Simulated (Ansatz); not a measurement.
# CH6OSn: a ladder of functionals and wavefunction methods

The task here is to estimate one member of a computed series from the others.

The runs use Ansatz 0.2.0, Gaussian basis; functionals in def2-TZVPP, the program's frozen cores in correlated methods.

Plan: LDA (SPW92), PBE-D4, revPBE-D4, BLYP-D4, r2SCAN-D4, B97M-V, PBE0-D4, B3LYP-D4, r2SCANh-D4, r2SCAN0-D4, HSE06-D4, BHLYP-D4, CAM-B3LYP-D4, LC-ωPBE, ωB97X-V, ωB97M-V, B2PLYP, PBE-QIDH; CCSD(T)/def2-SVP; CCSD(T)/def2-TZVPP; MP2/def2-QZVPP; extrapolation to the limit; RPA on PBE.

## The geometry

The geometry comes from an earlier relaxation with PBE0-D4 in a triple-zeta def2 set; it is a stationary point, not always the lowest conformer. Sn takes the def2 core potential; no spin-orbit term is included.

SMILES `O[CH2][SnH3]`, 9 atoms, charge 0, spin multiplicity 1.

Atoms are counted from 1 here; the program's logs count them from 0.

Bond lengths: O1–C2 1.413 Å, O1–H4 0.960 Å, C2–Sn3 2.175 Å, C2–H5 1.091 Å, C2–H6 1.096 Å, Sn3–H7 1.714 Å, Sn3–H8 1.711 Å, Sn3–H9 1.707 Å. Angles: C2–O1–H4 108.8°, O1–C2–Sn3 112.6°, O1–C2–H5 106.6°, O1–C2–H6 112.2°, Sn3–C2–H5 108.3°, Sn3–C2–H6 109.6°, H5–C2–H6 107.3°, C2–Sn3–H7 107.0°, C2–Sn3–H8 111.7°, C2–Sn3–H9 110.7°, H7–Sn3–H8 109.0°, H7–Sn3–H9 108.8°, H8–Sn3–H9 109.4°.

Set-up of the first run:

in.yaml reads:

```yaml
crystal:
  periodic: [false, false, false]
  atoms:
    - {symbol: O, position_ang: [-1.412247, 1.040861, -0.629318]}
    - {symbol: C, position_ang: [-0.013650, 0.868809, -0.520110]}
    - {symbol: Sn, position_ang: [0.524505, -0.843560, 0.707381]}
    - {symbol: H, position_ang: [-1.781730, 0.286727, -1.094589]}
    - {symbol: H, position_ang: [0.375185, 1.768411, -0.041718]}
    - {symbol: H, position_ang: [0.470420, 0.785500, -1.500159]}
    - {symbol: H, position_ang: [-0.405908, -2.170216, 0.149911]}
    - {symbol: H, position_ang: [2.185593, -1.227844, 0.565299]}
    - {symbol: H, position_ang: [0.146234, -0.554887, 2.346403]}
basis:
  gaussian: {orbitals: def2-TZVPP}
hamiltonian: {xc: lda}
output: {orbitals: {seedname: orbitals}}
```

On the command line:

```console
$ ansatz run in.yaml --threads 2 --pin off --events-out ev --progress --plain --max-ram 4352MiB
```

Among the steps run: LDA; PBE-D4 (GGA); revPBE-D4 (GGA); BLYP-D4 (GGA); r2SCAN-D4 (meta-GGA); B97M-V (meta-GGA); B3LYP-D4 (hybrid); r2SCANh-D4 (hybrid); r2SCAN0-D4 (hybrid); HSE06-D4 (hybrid); BHLYP-D4 (hybrid); CAM-B3LYP-D4 (range-separated); LC-ωPBE (range-separated); ωB97X-V (range-separated); ωB97M-V (range-separated); B2PLYP (double hybrid); PBE-QIDH (double hybrid).

One of the session's tables, all rows but one given; the rest of the session is left out.

It belongs to the step «Frontier levels by functional». 

| functional | HOMO (eV) | gap (eV) |
| --- | --- | --- |
| LDA (SPW92) | -5.93 | 5.14 |
| PBE-D4 | -5.79 | 5.17 |
| revPBE-D4 | -5.73 | 5.20 |
| BLYP-D4 | -5.70 | 5.11 |
| r2SCAN-D4 | -6.05 | 5.92 |
| B97M-V | -6.15 | 5.66 |
| PBE0-D4 | -7.12 | 7.26 |
| B3LYP-D4 | -6.93 | 6.78 |
| r2SCANh-D4 | -6.55 | 6.66 |
| r2SCAN0-D4 | -7.30 | 7.75 |
| HSE06-D4 | -6.73 | 6.50 |
| BHLYP-D4 | -8.37 | 9.11 |
| CAM-B3LYP-D4 | -8.48 | 9.37 |
| LC-ωPBE | -9.76 | 11.75 |
| ωB97X-V | -9.44 | 11.29 |
| ωB97M-V | ? | ? |

Estimate the missing values for ωB97M-V.

**Answer.** HOMO (eV): -9.35; gap (eV): 10.79. In the column «HOMO (eV)» it lies between ωB97X-V (-9.44) and CAM-B3LYP-D4 (-8.48).
